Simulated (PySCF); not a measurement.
# BrGeH4N: the cost of one run

Computed with PySCF 2.14.0, with density-fitted response routines of our own, on a single molecule in the gas phase. Atoms are numbered from 0 throughout.

**1. Starting geometry**

7 atoms, charge 0, multiplicity 1; geometry from: GFN2-xTB. The atoms were then displaced at random by about 0.01 Å, so the start is not that level's minimum.

Bonds of the start (Å): N0–Ge1 1.77, Ge1–Br2 2.25, N0–H3 1.02, N0–H4 1.02, Ge1–H5 1.50, Ge1–H6 1.52.

**2. Optimising the geometry at PBE0-D3(BJ)/def2-SVP**

The job: settings as JSON, then the geometry in Å.

```
{"job": {"xc": "PBE0", "basis": "def2-SVP", "d3": "d3bj", "grid": 1, "shake": 0.01, "kind": "geom"}, "charge": 0, "multiplicity": 1}
N     -1.032480     0.359530    -0.212370
Ge     0.560310    -0.371020     0.021440
Br     1.991620     1.368190    -0.072890
H     -1.280230     1.175270     0.356590
H     -1.853600    -0.226790    -0.342090
H      0.810960    -1.271000    -1.149210
H      0.837370    -1.063280     1.348610
```

Command:

```sh
OMP_NUM_THREADS=1 python probes_run.py task.json out
```

The driver reads the jobs from task.json and runs them one after another.

**Question.** How long does this first job take on 1 thread of Arm Neoverse V1, shared host, and how much memory does it need?

About 2 min, with a peak of 0.41 GiB.
